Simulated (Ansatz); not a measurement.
**Cu3Pd: how the settings move a relaxation**

How sensitive is a relaxation of Cu3Pd to its settings? A reference run comes first, then one run with altered input.

Method: reference: DFT, PBEsol, PAW with Ansatz's default frozen-core files, scalar-relativistic; relaxation of cell and atoms, in Ansatz 0.2.0.

## Step 1: The system as given

It takes space group Pm-3m (No. 221, cubic). The conventional cell has a = 3.690 Å, b = 3.690 Å, c = 3.690 Å, α = 90.00°, β = 90.00°, γ = 90.00°. Cu (site symmetry 4/mmm) has 8 Cu at 2.61 Å and 4 Pd at 2.61 Å as nearest neighbours. Pd (site symmetry m-3m) is surrounded by 12 Cu at 2.61 Å.

As a file:

```cif
data_structure
_symmetry_space_group_name_H-M 'Pm-3m'
_symmetry_Int_Tables_number 221
_cell_length_a 3.6900
_cell_length_b 3.6900
_cell_length_c 3.6900
_cell_angle_alpha 90.000
_cell_angle_beta 90.000
_cell_angle_gamma 90.000
_cell_volume 50.24
loop_
_atom_site_label
_atom_site_type_symbol
_atom_site_symmetry_multiplicity
_atom_site_Wyckoff_symbol
_atom_site_fract_x
_atom_site_fract_y
_atom_site_fract_z
_atom_site_occupancy
Cu1 Cu 3 c 0.00000 0.50000 0.50000 1
Pd1 Pd 1 a 0.00000 0.00000 0.00000 1
```

## Step 2: Reference

Contents of input.yaml:

```yaml
crystal:
  lattice:
    - [3.69, 0.0, 0.0]
    - [0.0, 3.69, 0.0]
    - [0.0, 0.0, 3.69]
  atoms:
    - { symbol: Cu, position: [0.0, 0.5, 0.5] }
    - { symbol: Cu, position: [0.5, 0.0, 0.5] }
    - { symbol: Cu, position: [0.5, 0.5, 0.0] }
    - { symbol: Pd, position: [0.0, 0.0, 0.0] }
kpoints:
  mp_grid: { grid: [10, 10, 10] }
scf:
  occupations: { method: fermi_dirac, width: 0.1 }
hamiltonian:
  xc: pbesol
  pseudopotentials: { kind: paw }
relax:
  f_tol: 0.002
  max_steps: 80
  cell: {}
output:
  forces: true
  stress: true
  write_density: true
  write_potential: true
  elf: true
  volumetric_format: npy
```

Launch:

```
> ansatz run input.yaml --threads 2 --pin off --max-ram 6144MiB --backend cpu --events-out ev --progress --plain --runs-dir out
```

## Step 3: Changed: hubbard.sites [{species: Cu, l: d, u_eff: 1.0}], hubbard.double_counting fll

input.yaml, as its differences from that of step 2:

```diff
@@ -17,2 +17,3 @@
   pseudopotentials: { kind: paw }
+  hubbard: { sites: [{ species: Cu, l: d, u_eff: 1.0 }], double_counting: fll }
 relax:
```

What does the calculation give? Wanted: for each run, ending; energy change; pressure; gap; force.

**Answer**, as computed:

```tsv
run	ending	energy change	pressure (GPa)	gap (eV)	force (eV/Å)	cycles	time
reference	converged	0	0.0	0.00	0.00	32	18 s
1: hubbard.sites [{species: Cu, l: d, u_eff: 1.0}], hubbard.double_counting fll	converged	+69.5 meV/atom (U changed: no physical gain or loss)	0.0	0.00	0.00	37	26 s
```

Changing the Hubbard U moves the energy by +69.5 meV/atom, and the final volume goes from 48.79 to 48.88 Å³. The U term adds an energy of its own, so the shift says nothing about which run is better. Cost: 37 SCF cycles against 32, 26 s against 18 s. A changed U is a change of model: its shifts are not errors of convergence.
